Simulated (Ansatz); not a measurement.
# One shape, several levels: CH2BrClOSi (SMILES ClC1(Br)O[SiH2]1)

Wanted: a comparison of 6 runs (HF/STO-3G, HF/def2-SVP, B3LYP/6-31G*, PBE0/def2-SVP, B3LYP/aug-cc-pVDZ, CCSDT(Q)/B/ANO-RCC-MB) of CH2BrClOSi. 

The calculation is run with Ansatz 0.2.0.

2 further runs of the same task are left out: 2 set aside as unsound or not needed.

**1. The system as given**

CH2BrClOSi: 7 atoms, total charge 0, spin state singlet. SMILES: `ClC1(Br)O[SiH2]1`. Geometry: relaxed at PBE0-D4/def2-TZVP.

Bond lengths: Cl1–C2 1.753 Å, C2–Br3 1.932 Å, C2–O4 1.406 Å, C2–Si5 1.813 Å, O4–Si5 1.687 Å, Si5–H6 1.475 Å, Si5–H7 1.475 Å. Some angles: Cl1–C2–Br3 111.3°, Cl1–C2–O4 113.7°, Cl1–C2–Si5 123.6°, Br3–C2–O4 113.3°, Br3–C2–Si5 121.8°, O4–C2–Si5 61.7°, C2–O4–Si5 71.1°, C2–Si5–O4 47.2°, C2–Si5–H6 121.2°, C2–Si5–H7 121.3°.

**2. Energy and forces at HF/STO-3G (run 1)**

input.yaml

```yaml
crystal:
  periodic: [false, false, false]
  atoms:
    - {symbol: Cl, position_ang: [-0.382500, -1.581800, 1.654900]}
    - {symbol: C, position_ang: [-0.129800, -0.797200, 0.108300]}
    - {symbol: Br, position_ang: [-0.729300, -1.913000, -1.350400]}
    - {symbol: O, position_ang: [1.175400, -0.304400, -0.069400]}
    - {symbol: Si, position_ang: [0.094000, 0.990900, -0.086100]}
    - {symbol: H, position_ang: [0.145300, 1.885700, 1.085000]}
    - {symbol: H, position_ang: [-0.111900, 1.651900, -1.388000]}
basis:
  gaussian: {orbitals: STO-3G}
total_charge: 0
hamiltonian: {xc: hf}
accuracy: high
output: {forces: true, orbitals: {seedname: orbitals}}
```

Started as:

```console
ansatz run input.yaml --threads 1 --pin off --max-ram 2610MiB --events-out events.jsonl --progress --plain --runs-dir runs
```

The log of the run:

```text
Warning: RAYON_NUM_THREADS=1 ignored (pool sized by the plan → 1); use --threads N
Functional definition: HF
  name "HF"
  exchange = exact_x
  correlation = 0
890 factors; integrals over basis functions are off by at most 3.8e-8 eV
mean field evaluation 1: about -92437.8098 eV, gradient 3.7e1 eV
mean field evaluation 2: about -92437.9835 eV, gradient 3.7e1 eV
mean field evaluation 4: about -92443.0769 eV, gradient 2.4e0 eV
mean field evaluation 8: about -92443.1227 eV, gradient 5.6e-2 eV
mean field -92443.12269744 eV, -3397.2220989318 hartree, gradient 1.9e-8 eV, S^2 0.000000; 0 other end points of the search recorded, 0 dependent functions left out
the calculation of the forces begins
reference -92443.12269744 eV, -3397.2220989318 hartree; 41, 41 occupied and 7, 7 virtual orbitals, 890 factors
Total energy: -92443.12269744 eV, -3397.2220989318 hartree
Atom 0 at    -0.382500    -1.581800     1.654900 Å, force    -0.449402    -0.974068     2.287169 eV/Å
Atom 1 at    -0.129800    -0.797200     0.108300 Å, force    -0.653107     0.722116    -2.343451 eV/Å
Atom 2 at    -0.729300    -1.913000    -1.350400 Å, force    -0.102536     0.017608     0.011744 eV/Å
Atom 3 at     1.175400    -0.304400    -0.069400 Å, force     1.569262     0.119493    -0.135988 eV/Å
Atom 4 at     0.094000     0.990900    -0.086100 Å, force    -0.316172     1.837974     0.031252 eV/Å
Atom 5 at     0.145300     1.885700     1.085000 Å, force    -0.143060    -0.964874    -1.135050 eV/Å
Atom 6 at    -0.111900     1.651900    -1.388000 Å, force     0.095016    -0.758249     1.284324 eV/Å
Dipole moment:    -0.114224     0.870667    -0.176249 e Å
```

Wall time 6 s (1 thread of Intel Xeon at 2.50GHz (Skylake/Cascade Lake), shared host); peak memory 0.32 GiB.

**3. Energy and gradient at HF/def2-SVP (run 2)**

input.yaml: that of step 2 with these lines changed.

```diff
@@ -1 +1,4 @@
+basis:
+  gaussian:
+    orbitals: def2-SVP
 crystal:
@@ -10,7 +13,7 @@
     - {symbol: H, position_ang: [-0.111900, 1.651900, -1.388000]}
-basis:
-  gaussian: {orbitals: STO-3G}
-total_charge: 0
-hamiltonian: {xc: hf}
+output: {forces: true, orbitals: {seedname: orbitals}}
+magnetization:
+  spin_polarized: false
 accuracy: high
-output: {forces: true, orbitals: {seedname: orbitals}}
+hamiltonian:
+  xc: hf
```

Started as:

```console
ansatz run input.yaml --threads 1 --pin off --max-ram 2610MiB --events-out events.jsonl --progress --plain --runs-dir runs
```

The log of the run (excerpt; [...] marks lines left out):

```text
Warning: RAYON_NUM_THREADS=1 ignored (pool sized by the plan → 1); use --threads N
[... 2 set-up lines as earlier in the session ...]
[...]
2171 factors; integrals over basis functions are off by at most 7.7e-9 eV
[...]
mean field -93445.18904676 eV, -3434.0473580443 hartree, gradient 3.6e-8 eV, S^2 0.000000; 0 other end points of the search recorded, 0 dependent functions left out
[...]
reference -93445.18904676 eV, -3434.0473580443 hartree; 41, 41 occupied and 65, 65 virtual orbitals, 2171 factors
Total energy: -93445.18904676 eV, -3434.0473580443 hartree
Atom 0 at    -0.382500    -1.581800     1.654900 Å, force     0.022746    -0.029090     0.177777 eV/Å
Atom 1 at    -0.129800    -0.797200     0.108300 Å, force     0.431912     0.051757    -0.240955 eV/Å
Atom 2 at    -0.729300    -1.913000    -1.350400 Å, force     0.060581     0.029640    -0.006546 eV/Å
Atom 3 at     1.175400    -0.304400    -0.069400 Å, force    -0.774073    -0.075846     0.060318 eV/Å
Atom 4 at     0.094000     0.990900    -0.086100 Å, force     0.366227     0.220273    -0.026709 eV/Å
Atom 5 at     0.145300     1.885700     1.085000 Å, force    -0.079007    -0.116287    -0.209633 eV/Å
Atom 6 at    -0.111900     1.651900    -1.388000 Å, force    -0.028387    -0.080447     0.245749 eV/Å
Dipole moment:    -0.221184     0.767004    -0.039483 e Å
```

Run time: 23 s. Hardware: 1 thread of Intel Xeon at 2.50GHz (Skylake/Cascade Lake), shared host; peak memory 0.39 GiB.

Run 3 isn't shown in full; the table further down has it.

**4. Energy and forces at PBE0/def2-SVP (run 4)**

job.yaml

```yaml
crystal:
  periodic: [false, false, false]
  atoms:
    - {symbol: Cl, position_ang: [-0.382500, -1.581800, 1.654900]}
    - {symbol: C, position_ang: [-0.129800, -0.797200, 0.108300]}
    - {symbol: Br, position_ang: [-0.729300, -1.913000, -1.350400]}
    - {symbol: O, position_ang: [1.175400, -0.304400, -0.069400]}
    - {symbol: Si, position_ang: [0.094000, 0.990900, -0.086100]}
    - {symbol: H, position_ang: [0.145300, 1.885700, 1.085000]}
    - {symbol: H, position_ang: [-0.111900, 1.651900, -1.388000]}
basis:
  gaussian: {orbitals: def2-SVP}
output: {forces: true, orbitals: {seedname: orbitals}}
hamiltonian: {xc: pbe0}
magnetization: {spin_polarized: false}
accuracy: high
```

Started as:

```console
ansatz run job.yaml --threads 1 --pin off --max-ram 2610MiB --events-out events.jsonl --progress --plain --runs-dir runs
```

The log of the run (excerpt; [...] marks lines left out):

```text
Warning: RAYON_NUM_THREADS=1 ignored (pool sized by the plan → 1); use --threads N
Functional definition: PBE0
  name "PBE0"
[...]
2171 factors; integrals over basis functions are off by at most 7.7e-9 eV
[...]
mean field -93525.94449316 eV, -3437.0150659615 hartree, gradient 2.8e-8 eV, S^2 0.000000; 0 other end points of the search recorded, 0 dependent functions left out
[...]
reference -93525.94449529 eV, -3437.0150660400 hartree; 41, 41 occupied and 65, 65 virtual orbitals, 2171 factors
Total energy: -93525.94449529 eV, -3437.0150660400 hartree
Atom 0 at    -0.382500    -1.581800     1.654900 Å, force    -0.036802    -0.053139     0.182401 eV/Å
Atom 1 at    -0.129800    -0.797200     0.108300 Å, force     0.270640    -0.201408    -0.096420 eV/Å
Atom 2 at    -0.729300    -1.913000    -1.350400 Å, force    -0.020961    -0.021023    -0.072143 eV/Å
Atom 3 at     1.175400    -0.304400    -0.069400 Å, force     0.176029    -0.606203     0.022375 eV/Å
Atom 4 at     0.094000     0.990900    -0.086100 Å, force    -0.361646     0.750356    -0.030388 eV/Å
Atom 5 at     0.145300     1.885700     1.085000 Å, force    -0.003987     0.076048     0.093907 eV/Å
Atom 6 at    -0.111900     1.651900    -1.388000 Å, force    -0.023273     0.055368    -0.099733 eV/Å
Dipole moment:    -0.147084     0.628220    -0.028597 e Å
```

It took 37 s on 1 thread of Intel Xeon at 2.50GHz (Skylake/Cascade Lake), shared host; peak memory 0.45 GiB.

Run 5 isn't shown in full; the table further down has it.

**5. The energy at CCSDT(Q)/B/ANO-RCC-MB (run 6)**

job.yaml

```yaml
crystal:
  periodic: [false, false, false]
  atoms:
    - symbol: Cl
      position_ang: [-0.382500, -1.581800, 1.654900]
    - symbol: C
      position_ang: [-0.129800, -0.797200, 0.108300]
    - symbol: Br
      position_ang: [-0.729300, -1.913000, -1.350400]
    - symbol: O
      position_ang: [1.175400, -0.304400, -0.069400]
    - symbol: Si
      position_ang: [0.094000, 0.990900, -0.086100]
    - symbol: H
      position_ang: [0.145300, 1.885700, 1.085000]
    - symbol: H
      position_ang: [-0.111900, 1.651900, -1.388000]
basis:
  gaussian:
    orbitals: ANO-RCC-MB.json
correlation:
  method: ccsdt_q_b
  electrons: outside_noble_gas
  diis_vectors: 1
hamiltonian:
  pseudopotentials: {relativity: none}
output: {orbitals: {seedname: orbitals}}
scf:
  lower_state_search: full
```

The basis set ANO-RCC-MB is read from a file made from the Basis Set Exchange's data (not shown).

Started as:

```console
ansatz run job.yaml --threads 1 --pin off --max-ram 2610MiB --events-out events.jsonl --progress --plain --runs-dir runs
```

The log of the run (excerpt; [...] marks lines left out):

```text
Warning: RAYON_NUM_THREADS=1 ignored (pool sized by the plan → 1); use --threads N
[... 2 set-up lines as earlier in the session ...]
[...]
1111 factors; integrals over basis functions are off by at most 3.5e-8 eV
[...]
mean field -92842.53028721 eV, -3411.9000571275 hartree, gradient 2.9e-6 eV, S^2 0.000000; 0 other end points of the search recorded, 0 dependent functions left out
26 core orbitals not correlated: weight in the atoms' cores, before any rotation towards them, 1.000 or more for the frozen orbitals, at most 0.000 for the correlated occupied ones
reference -92842.53028721 eV, -3411.9000571275 hartree; 15, 15 occupied and 7, 7 virtual orbitals, 1111 factors
second order -4.28143624 eV of doubles, -0.00000000 eV of singles
cycle   1  -4.73781777 eV  change   -4.6e-1 eV  update   1.0e-1
[...]
cycle  24  -5.30584919 eV  change   -1.9e-6 eV  update   1.2e-6
perturbative correction -0.00709381 eV, -0.0002606927 hartree
WARN: the results are in doubt because the basis set is contracted for relativity, which is off
Total energy: -92847.84323021 eV, -3412.0953041816 hartree
In doubt: the basis set is contracted for relativity, which is off
```

It took 41 s on 1 thread of Intel Xeon at 2.50GHz (Skylake/Cascade Lake), shared host; peak memory 0.32 GiB.

**6. The series**

```csv
run,level,task,accuracy,energy (Eh),dipole moment (D),HOMO energy (eV),LUMO energy (eV),wall time
1,HF/STO-3G,gradient,high,-3397.222099,4.30,-7.83,7.19,6 s
2,HF/def2-SVP,gradient,high,-3434.047358,3.84,-10.40,2.08,23 s
3,B3LYP/6-31G* (spherical functions),gradient,high,-3438.051771,3.26,-7.31,-1.60,41 s
4,PBE0/def2-SVP,gradient,high,-3437.015066,3.10,-7.52,-1.26,37 s
5,B3LYP/aug-cc-pVDZ,gradient,high,-3438.397569,3.22,-7.47,-1.87,97 s
6,CCSDT(Q)/B/ANO-RCC-MB,energy,medium,-3412.095304,–,-11.09,2.05,41 s
```

**7. Summary of results**

```
                                           quantity           value
                                run 6: total energy  -3412.09530 Eh
         run 6: HOMO energy (Hartree–Fock orbitals)       -11.09 eV
         run 6: LUMO energy (Hartree–Fock orbitals)         2.05 eV
       run 6: HOMO–LUMO gap (Hartree–Fock orbitals)        13.14 eV
run 6: correlation energy (26 core orbitals frozen)      -195.2 mEh
                               run 6: T1 diagnostic           0.012
```

What this shows: Over runs 1, 2, 3, 4, 5 the dipole moment (its size) runs from 3.10 D (PBE0/def2-SVP) to 4.30 D (HF/STO-3G). The two ends differ in method and basis. Over runs 1, 2, 3, 4, 5 the HOMO–LUMO gap runs from 5.60 eV (B3LYP/aug-cc-pVDZ) to 15.02 eV (HF/STO-3G). Totals of different functionals can't be ranked against each other. In runs 1, 6 the basis is minimal, so the values are rough. In run 6 relativity is left out where basis or elements ask for it. All runs together took 4.1 min, the longest 97 s.
